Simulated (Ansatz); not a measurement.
# Cl3H3Si2: the cost of one run

All numbers below are computed with Ansatz 0.2.0 (RKS B3LYP-D4/STO-3G).

## 1. Starting point

Bond lengths: Si1–Si2 2.220 Å, Si2–H3 1.460 Å, Si2–H4 1.460 Å, Si2–H5 1.460 Å, Si1–Cl6 2.130 Å, Si1–Cl7 2.128 Å, Si1–Cl8 2.128 Å. Angles: Si1–Si2–H3 109.5°, Si1–Si2–H4 109.5°, Si1–Si2–H5 109.5°, H3–Si2–H4 109.4°, H3–Si2–H5 109.4°, H4–Si2–H5 109.4°, Si2–Si1–Cl6 109.4°, Si2–Si1–Cl7 109.5°, Si2–Si1–Cl8 109.5°, Cl6–Si1–Cl7 109.5°, Cl6–Si1–Cl8 109.5°, Cl7–Si1–Cl8 109.5°.

Structure file:

```xyz
8

Si    0.0000    0.0000    0.0000
Si    0.0000    0.0000    2.2200
H    -1.3148   -0.4067    2.7074
H     1.0096   -0.9353    2.7074
H     0.3052    1.3420    2.7074
Cl    2.0086    0.0000   -0.7093
Cl   -1.0032    1.7381   -0.7093
Cl   -1.0032   -1.7381   -0.7093
```

## 2. Relaxing the start

Input file input.yaml:

```yaml
crystal:
  periodic: [false, false, false]
  atoms:
    - { symbol: Si, position_ang: [0.0, 0.0, 0.0] }
    - { symbol: Si, position_ang: [0.0, 0.0, 2.22] }
    - { symbol: H, position_ang: [-1.3148, -0.4067, 2.7074] }
    - { symbol: H, position_ang: [1.0096, -0.9353, 2.7074] }
    - { symbol: H, position_ang: [0.3052, 1.342, 2.7074] }
    - { symbol: Cl, position_ang: [2.0086, 0.0, -0.7093] }
    - { symbol: Cl, position_ang: [-1.0032, 1.7381, -0.7093] }
    - { symbol: Cl, position_ang: [-1.0032, -1.7381, -0.7093] }
basis:
  gaussian: { orbitals: STO-3G }
hamiltonian:
  xc: b3lyp
  dispersion: d4
relax:
  f_tol: 0.02
  max_steps: 40
```

Started as:

```sh
$ ansatz run input.yaml --threads 1 --pin off --max-ram 2048MiB --backend cpu --events-out ev --progress --plain --runs-dir out
```

**Question.** How long does this run take on 1 thread of Arm Neoverse V1, shared host, and how much memory does it need?

About 13 s, with a peak of 0.13 GiB.
